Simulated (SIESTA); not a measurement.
MnO under changes of volume

One of the cells (11.190 Å³/atom); the others are scaled copies at fixed shape and fractional positions:

```
Mn O
1.0
     0.00000    2.23672    2.23672
     2.23672    0.00000    2.23672
     2.23672    2.23672    0.00000
Mn O
1 1
Direct
  0.00000 0.00000 0.00000
  0.50000 0.50000 0.50000
```

```yaml
Program: SIESTA 5.4.2
Functional: PBE
Potentials_or_basis: PseudoDojo 0.4 standard (PBE files)
Basis: DZP (energy shift 0.003 Ry; two zetas on semicore shells)
Grid_cutoff: 800 Ry
Energy_shift: 0.003 Ry
k_mesh: 10 × 10 × 10
Occupations: fermi-dirac, width 0.05 eV
Spin: collinear spin, ferromagnetic start
Starting_moments: "[4.0, 0.0] μB"
```

```tsv
volume (Å³/atom)	energy over the lowest point (meV/atom)	pressure (GPa)	moment (μB per cell)
10.312	27.92	10.4	4.68
10.532	14.59	8.0	4.77
10.751	?	?	?
11.190	0.00	-0.4	4.87
11.409	1.81	-2.7	4.91
11.629	6.81	-4.9	4.94
```

Question: What does the run at 10.751 Å³/atom give?

Answer: Energy over the lowest point 5.36 meV/atom; pressure 4.7 GPa; moment 4.80 μB per cell.

Worked out: A Birch-Murnaghan fit of order 3 (a polynomial in V^(-2/3)) to the other rows has its minimum at 11.16 Å³/atom with B0 = V·E''(V) = 120 GPa and B' = 4.8. It gives 5.87 meV/atom at 10.751 Å³/atom, against the run's 5.36, and -dE/dV = 4.9 GPa, against 4.7. A parabola through the other rows of the moment, of slope 0.215 μB per Å³/atom there, gives 4.80 μB, against the run's 4.80.

Energies are extrapolated to zero smearing.

Caveats: short orbitals over semicore shells can move pressures by several GPa; the basis of atomic orbitals isn't converged, which shifts pressures, moduli and gaps; a cell with one magnetic atom can't hold antiferromagnetic order, which such compounds often take.
